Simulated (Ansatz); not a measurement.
# KYMgC6N6: the cost of one run

Method: DFT PBE, scalar-relativistic, plane waves, PAW, in Ansatz 0.2.0.

**1. The starting structure**

It takes space group F-43m (No. 216, cubic). Conventional cell: a = 10.720 Å, b = 10.720 Å, c = 10.720 Å, α = 90.00°, β = 90.00°, γ = 90.00°. Around K (site symmetry -43m) lie 12 N at 3.82 Å and 12 C at 3.85 Å. Y (site symmetry -43m) is surrounded by 6 N at 2.21 Å. Mg (site symmetry -43m) has 6 C at 1.98 Å as nearest neighbours. C (site symmetry 2mm) is surrounded by 1 N at 1.17 Å. Around N (site symmetry 2mm) lie 1 C at 1.17 Å.

Structure file:

```
K Y Mg C N
1.0
     0.00000    5.36000    5.36000
     5.36000    0.00000    5.36000
     5.36000    5.36000    0.00000
K Y Mg C N
1 1 1 6 6
Direct
  0.75000 0.75000 0.75000
  0.50000 0.50000 0.50000
  0.00000 0.00000 0.00000
  0.81530 0.18470 0.18470
  0.18470 0.18470 0.81530
  0.81530 0.18470 0.81530
  0.18470 0.81530 0.81530
  0.81530 0.81530 0.18470
  0.18470 0.81530 0.18470
  0.70616 0.29384 0.29384
  0.29384 0.29384 0.70616
  0.70616 0.29384 0.70616
  0.29384 0.70616 0.70616
  0.70616 0.70616 0.29384
  0.29384 0.70616 0.29384
```

The cell is invented: cyanide-bridged rock-salt net of two metals, 1 guest cations a cell (F-43m, No. 216). The dimensions are guesses.

**2. Probe: one point on a coarse mesh**

The input, input.yaml:

```yaml
crystal:
  lattice:
    - [0.0, 5.36, 5.36]
    - [5.36, 0.0, 5.36]
    - [5.36, 5.36, 0.0]
  atoms:
    - { symbol: K, position: [0.75, 0.75, 0.75] }
    - { symbol: "Y", position: [0.5, 0.5, 0.5] }
    - { symbol: Mg, position: [0.0, 0.0, 0.0] }
    - { symbol: C, position: [0.81529851, 0.18470149, 0.18470149] }
    - { symbol: C, position: [0.18470149, 0.18470149, 0.81529851] }
    - { symbol: C, position: [0.81529851, 0.18470149, 0.81529851] }
    - { symbol: C, position: [0.18470149, 0.81529851, 0.81529851] }
    - { symbol: C, position: [0.81529851, 0.81529851, 0.18470149] }
    - { symbol: C, position: [0.18470149, 0.81529851, 0.18470149] }
    - { symbol: "N", position: [0.70615672, 0.29384328, 0.29384328] }
    - { symbol: "N", position: [0.29384328, 0.29384328, 0.70615672] }
    - { symbol: "N", position: [0.70615672, 0.29384328, 0.70615672] }
    - { symbol: "N", position: [0.29384328, 0.70615672, 0.70615672] }
    - { symbol: "N", position: [0.70615672, 0.70615672, 0.29384328] }
    - { symbol: "N", position: [0.29384328, 0.70615672, 0.29384328] }
basis:
  ecutwfc: 420
kpoints:
  mp_grid: { grid: [4, 4, 4] }
hamiltonian:
  xc: pbe
scf:
  occupations: { method: gaussian, width: 0.1 }
  lower_state_search: "off"
output:
  forces: true
  stress: true
  eigenvalues: true
```

Run with:

```console
$ ansatz run input.yaml --threads 1 --pin off --max-ram 2560MiB --backend cpu --events-out ev --progress --plain --runs-dir out
```

**Question.** How long does this run take on 1 thread of Arm Neoverse V1, shared host, and how much memory does it need?

About 13 s, with a peak of 0.52 GiB.
